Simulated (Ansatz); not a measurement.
# C3H7ClSi: basis-set convergence

Aim: see how fast density functionals converge with the basis set for C3H7ClSi.

The runs use Ansatz 0.2.0, Gaussian basis; one geometry, several basis sets.

Plan: PBE0-D4/def2-SVP; ωB97M-V/def2-SVP; PBE0-D4/def2-QZVPP; ωB97M-V/def2-QZVPP; the functionals' def2-TZVPP values are taken from earlier runs.

### Step 1. Structure used throughout

All runs share one geometry, relaxed beforehand with PBE0-D4 in a triple-zeta def2 set.

SMILES `CC(C)[Si]Cl`, 12 atoms, charge 0, spin multiplicity 1.

Atoms are counted from 1 here; the program's logs count them from 0.

Bond lengths: C1–C2 1.521 Å, C1–H6 1.092 Å, C1–H7 1.095 Å, C1–H8 1.093 Å, C2–C3 1.534 Å, C2–Si4 1.903 Å, C2–H9 1.100 Å, C3–H10 1.094 Å, C3–H11 1.097 Å, C3–H12 1.093 Å, Si4–Cl5 2.094 Å. Angles: C2–C1–H6 110.9°, C2–C1–H7 110.8°, C2–C1–H8 112.1°, H6–C1–H7 107.8°, H6–C1–H8 107.6°, H7–C1–H8 107.4°, C1–C2–C3 112.0°, C1–C2–Si4 118.1°, C1–C2–H9 109.2°, C3–C2–Si4 105.2°, C3–C2–H9 107.9°, Si4–C2–H9 103.8°, C2–C3–H10 110.6°, C2–C3–H11 112.9°, C2–C3–H12 110.7°, H10–C3–H11 106.8°, H10–C3–H12 108.0°, H11–C3–H12 107.6° and more.

### Step 2. PBE0-D4 in def2-SVP

Contents of in.yaml:

```yaml
crystal:
  periodic: [false, false, false]
  atoms:
    - {symbol: C, position_ang: [-0.701189, 0.413059, 1.067641]}
    - {symbol: C, position_ang: [-0.130271, -0.587792, 0.075205]}
    - {symbol: C, position_ang: [1.265577, -0.180557, -0.414320]}
    - {symbol: Si, position_ang: [-1.126535, -0.949310, -1.505786]}
    - {symbol: Cl, position_ang: [-1.541999, 1.007182, -2.127204]}
    - {symbol: H, position_ang: [-0.810585, 1.398075, 0.608453]}
    - {symbol: H, position_ang: [-0.042119, 0.520470, 1.935647]}
    - {symbol: H, position_ang: [-1.683982, 0.109386, 1.438143]}
    - {symbol: H, position_ang: [-0.044045, -1.570249, 0.561702]}
    - {symbol: H, position_ang: [1.977670, -0.173454, 0.416679]}
    - {symbol: H, position_ang: [1.668743, -0.863545, -1.172149]}
    - {symbol: H, position_ang: [1.245837, 0.821638, -0.849710]}
basis:
  gaussian: {orbitals: def2-SVP}
hamiltonian: {xc: pbe0, dispersion: d4}
output: {orbitals: {seedname: orbitals}}
```

Launch:

```bash
$ ansatz run in.yaml --threads 4 --pin off --events-out ev --progress --plain --max-ram 10444MiB
```

After this run come: ωB97M-V in def2-SVP; PBE0-D4 in def2-QZVPP; ωB97M-V in def2-QZVPP.

**Question.** What will the summary of the whole plan be? Wanted: PBE0-D4: double and triple zeta above quadruple; ωB97M-V: double and triple zeta above quadruple.

The runs gave:

| quantity | value |
| --- | --- |
| PBE0-D4: double and triple zeta above quadruple | 11.36, 0.81 eV |
| ωB97M-V: double and triple zeta above quadruple | 11.52, 0.78 eV |

PBE0-D4 gains 10.55 eV from double to triple zeta, then 0.81 eV more. Total energies overstate the basis error of differences, where much of it tends to cancel.
